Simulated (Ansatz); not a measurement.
# C2H7B + H2: a complex and its separated parts

Aim: how far the complex at one end of a reaction step lies below its separated, relaxed parts, level by level.

Program: Ansatz 0.2.0, Gaussian basis. Level of theory: PBE0-D4/def2-TZVP structures, single points in def2-TZVPP, no counterpoise correction. These are calculated values, not measurements.

Levels: SPW92, PBE-D4, BLYP-D4, r2SCAN-D4, B97M-V, PBE0-D4, B3LYP-D4, r2SCAN0-D4, BHLYP-D4, CAM-B3LYP-D4, wB97X-V, wB97M-V, B2PLYP, PBE-QIDH, RPA on PBE, Hartree-Fock, MP2, CCSD, CCSD(T).

Cores are frozen in the correlated methods. B3LYP uses VWN-RPA correlation. B2PLYP carries no dispersion term here.

78 further runs of the same task are left out: 78 set aside as unsound or not needed.

### 1 The system as given

The complex: 12 atoms, charge 0, spin multiplicity 1.

Atoms are counted from 1 here; the program's logs count them from 0.

Bond lengths: B1–C2 1.589 Å, B1–H4 1.209 Å, B1–H5 1.206 Å, B1–H6 1.438 Å, B1–H7 1.436 Å, C2–C3 1.524 Å, C2–H8 1.096 Å, C2–H9 1.098 Å, C3–H10 1.093 Å, C3–H11 1.096 Å, C3–H12 1.094 Å, H6–H7 0.809 Å. Angles: C2–B1–H4 118.5°, C2–B1–H5 120.5°, C2–B1–H6 105.6°, C2–B1–H7 107.4°, H4–B1–H5 111.9°, H4–B1–H6 109.6°, H4–B1–H7 81.0°, H5–B1–H6 84.2°, H5–B1–H7 109.8°, H6–B1–H7 32.7°, B1–C2–C3 115.2°, B1–C2–H8 111.6°, B1–C2–H9 105.5°, C3–C2–H8 110.0°, C3–C2–H9 109.2°, H8–C2–H9 104.8°, C2–C3–H10 112.4°, C2–C3–H11 111.4° and more.

As a file:

```mol
C2H9B
  3D, bonds by distance, orders not assigned

 12 12  0  0  0  0  0  0  0  0999 V2000
   -0.2336    1.1870    0.0490 B   0  0
    0.3251   -0.1121   -0.6755 C   0  0
   -0.0985   -1.4356   -0.0496 C   0  0
   -1.3995    1.2133    0.3697 H   0  0
    0.1734    2.2804   -0.2555 H   0  0
    0.5903    1.3653    1.2137 H   0  0
   -0.0814    0.9888    1.4634 H   0  0
    1.4157   -0.0786   -0.7786 H   0  0
   -0.0550   -0.0613   -1.7041 H   0  0
    0.2651   -2.2987   -0.6137 H   0  0
    0.2864   -1.5358    0.9715 H   0  0
   -1.1877   -1.5127    0.0096 H   0  0
  1  2  8  0
  1  4  8  0
  1  5  8  0
  1  6  8  0
  1  7  8  0
  2  3  8  0
  2  8  8  0
  2  9  8  0
  3 10  8  0
  3 11  8  0
  3 12  8  0
  6  7  8  0
M  END
```

Its parts: C2H7B holds atoms 1, 2, 3, 4, 5, 8, 9, 10, 11, 12; H2 holds atoms 6, 7. Each part counts its atoms afresh in its own runs.

### 2 Relaxing C2H7B alone

Contents of relax-a/in.yaml:

```yaml
crystal:
  periodic: [false, false, false]
  atoms:
    - {symbol: B, position_ang: [-0.233600, 1.186961, 0.049016]}
    - {symbol: C, position_ang: [0.325070, -0.112072, -0.675456]}
    - {symbol: C, position_ang: [-0.098529, -1.435609, -0.049599]}
    - {symbol: H, position_ang: [-1.399515, 1.213300, 0.369651]}
    - {symbol: H, position_ang: [0.173434, 2.280390, -0.255477]}
    - {symbol: H, position_ang: [1.415651, -0.078570, -0.778620]}
    - {symbol: H, position_ang: [-0.054986, -0.061286, -1.704113]}
    - {symbol: H, position_ang: [0.265067, -2.298743, -0.613660]}
    - {symbol: H, position_ang: [0.286355, -1.535846, 0.971455]}
    - {symbol: H, position_ang: [-1.187719, -1.512651, 0.009589]}
basis:
  gaussian: {orbitals: def2-TZVP}
hamiltonian: {xc: pbe0, dispersion: d4}
relax: {f_tol: 0.005, max_steps: 200}
```

Run with:

```console
$ ansatz run in.yaml --threads 2 --pin off --events-out ev --progress --plain --max-ram 4352MiB
```

The runs that follow: Relaxing H2 alone; SPW92/def2-TZVPP; PBE-D4/def2-TZVPP; BLYP-D4/def2-TZVPP; r2SCAN-D4/def2-TZVPP; B97M-V/def2-TZVPP; PBE0-D4/def2-TZVPP; B3LYP-D4/def2-TZVPP; r2SCAN0-D4/def2-TZVPP; BHLYP-D4/def2-TZVPP; CAM-B3LYP-D4/def2-TZVPP; wB97X-V/def2-TZVPP; wB97M-V/def2-TZVPP; B2PLYP/def2-TZVPP; PBE-QIDH/def2-TZVPP; RPA on PBE/def2-TZVPP; CCSD(T)/def2-TZVPP; Vibrations of C2H7B; Vibrations of H2.

What does the calculation give? Wanted: complex less parts, CCSD(T)/def2-TZVPP; with zero-point energy; largest T1 diagnostic.

The runs gave:

```
                              quantity          value
complex less parts, CCSD(T)/def2-TZVPP   +2.21 kJ/mol
                with zero-point energy  +24.33 kJ/mol
                 largest T1 diagnostic          0.009
```

What this shows: At CCSD(T) the complex lies 2.21 kJ/mol above its parts. B3LYP-D4 is the best functional here (+1.16 kJ/mol from CCSD(T)); SPW92 is the worst (-64.51 kJ/mol). Mean unsigned error by rung: LDA 64.51, GGA 13.09, meta-GGA 9.03, hybrid 10.62, range-separated hybrid 3.35, double hybrid 7.78 kJ/mol. PBE-D4 gives a relative energy 24.96 kJ/mol too low, an error of 1128 % of the reference. No counterpoise was applied, and triple zeta lacks some correlation, so the CCSD(T) reference has a basis error of its own, and close matches with it are partly luck.
